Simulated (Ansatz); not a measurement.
TaN, space group P-62m: an equation of state with a fit, run with Ansatz 0.2.0 through its Python package.

`run_eos.py`:
```python
"""Energy against volume for TaN, with a fit."""

import warnings

import ansatz
import numpy as np
from pymatgen.analysis.eos import EOS

vectors0 = np.array([
    [5.196, 0.0, 0.0],
    [-2.598, 4.499868, 0.0],
    [0.0, 0.0, 2.911],
])
sites = [
    ("Ta", [1 / 3, 2 / 3, 0.5]),
    ("Ta", [2 / 3, 1 / 3, 0.5]),
    ("Ta", [0.0, 0.0, 0.0]),
    ("N", [0.39285, 0.0, 0.0]),
    ("N", [0.60715, 0.60715, 0.0]),
    ("N", [0.0, 0.39285, 0.0]),
]


def make_crystal(cell):
    crystal = ansatz.Crystal(lattice=ansatz.Lattice.of(cell))
    for symbol, position in sites:
        crystal = crystal.atom(symbol, position)
    return crystal


def main() -> None:
    warnings.simplefilter("ignore", ansatz.DeckWarning)

    # uniform scaling of the cell
    volumes, energies = [], []
    for scale in np.linspace(0.88, 1.12, 7):
        cell = vectors0 * scale ** (1 / 3)
        job = make_crystal(cell).calculation()
        job = job.functional("lda")
        job = job.basis(16 * ansatz.Ha)
        job = job.occupations("fermi_dirac")
        job = job.kpoints(5, 5, 8)
        summary = job.run(threads=1, backend="cpu").report
        volumes.append(abs(np.linalg.det(cell)) / len(sites))
        energies.append(summary["free_energy_ev"] / len(sites))
        print(f"V = {volumes[-1]:8.4f} A^3/atom  F = {energies[-1]:.5f} eV/atom")

    for form in ["murnaghan"]:
        fit = EOS(eos_name=form).fit(volumes, energies)
        print(f"{form:18s} V0 {fit.v0:8.4f} A^3/atom  B0 {fit.b0_GPa:7.1f} GPa  B1 {fit.b1:5.2f}")


if __name__ == "__main__":
    main()
```

Its results, one of them left out:

| V (Å³/atom) | F less the lowest row shown (meV/atom) |
| --- | --- |
| 9.983 | 122.21 |
| 10.436 | 34.09 |
| 10.890 | 0.00 |
| 11.344 | 9.41 |
| 11.798 | 53.85 |
| 12.251 | ? |
| 12.705 | 221.64 |

What is the missing energy at 12.251 Å³ an atom?

A third-order Birch-Murnaghan fit, E = E0 + (9 V0 B0 / 16) [(t - 1)³ B' + (t - 1)² (6 - 4t)] with t = (V0/V)^(2/3), through the 6 rows shown gives V0 = 11.006 Å³, B0 = 350.6 GPa, B' = 4.27 and E0 = -1.34 meV. At V = 12.251 Å³, t = 0.93102, and the fit interpolates to 126.39 meV. The run gave 126.46 meV, a miss of 0.07 meV.

Caveats:
- Spin is left out of this run.
- Shape and fractional positions are held along the curve, so the bulk modulus is an upper value where they are free to relax.
- For a metal this k-point mesh is coarse: on a finer one energies can move by several to tens of meV an atom and pressures by half a GPa or more, differences at one mesh by less.
- Spin-orbit coupling, which matters for elements this heavy, is left out.
- The structure is a deposited one; some such entries were measured under pressure or heat, so a shift against it needn't be the functional's error alone.
- The whole script took 31 s on 1 thread of Arm Neoverse V2 (shared host), peak memory 0.47 GiB.
